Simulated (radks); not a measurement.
**Al⁷⁺ in [He] 2s1.5 2p2.5: an all-electron calculation**

An exercise on one series of results from a longer session: the logs are not shown, and one member is left open.

Method: non-relativistic Kohn-Sham, Wu-Cohen GGA, spin-polarised, spherical densities, point nucleus; open shells are filled with parallel spins first. Code: radks (a radial shooting solver on a logarithmic mesh, Libxc functionals) version 1.

**The system**

| Quantity | Value |
| --- | --- |
| element | aluminium (Z = 13) |
| charge | +7 |
| electrons | 6 |
| configuration | [He] 2s1.5 2p2.5 |

The first run:

Input:

```text
Z 13
configuration [He] 2s1.5 2p2.5 3s0 3p0
relativity non-relativistic
functional wc,pbe
spin polarised
nucleus point
```

One table of the session follows, with a row left open; its other results are not shown here.

It belongs to the step «Shells». Radial moments (bohr):

```
  level     <r>  outermost maximum (interpolated)  90 % within  nodes
  1s up  0.1204                            0.0787        0.215      0
1s down  0.1200                            0.0786        0.214      0
  2s up  0.5504                             0.463        0.848      1
2s down  0.5605                             0.468        0.867      1
  2p up  0.4912                             0.381        0.799      0
2p down  0.5025                             0.386        0.822      0
  3s up   1.399                              1.31         2.03      2
  3p up       ?                                 ?            ?      ?
```

Q: Estimate the row for 3p up from the others.

As computed: <r>: 1.390; outermost maximum (interpolated): 1.29; 90 % within: 2.05; nodes: 1. In the column «<r>» it lies between 2s down (0.5605) and 3s up (1.399).
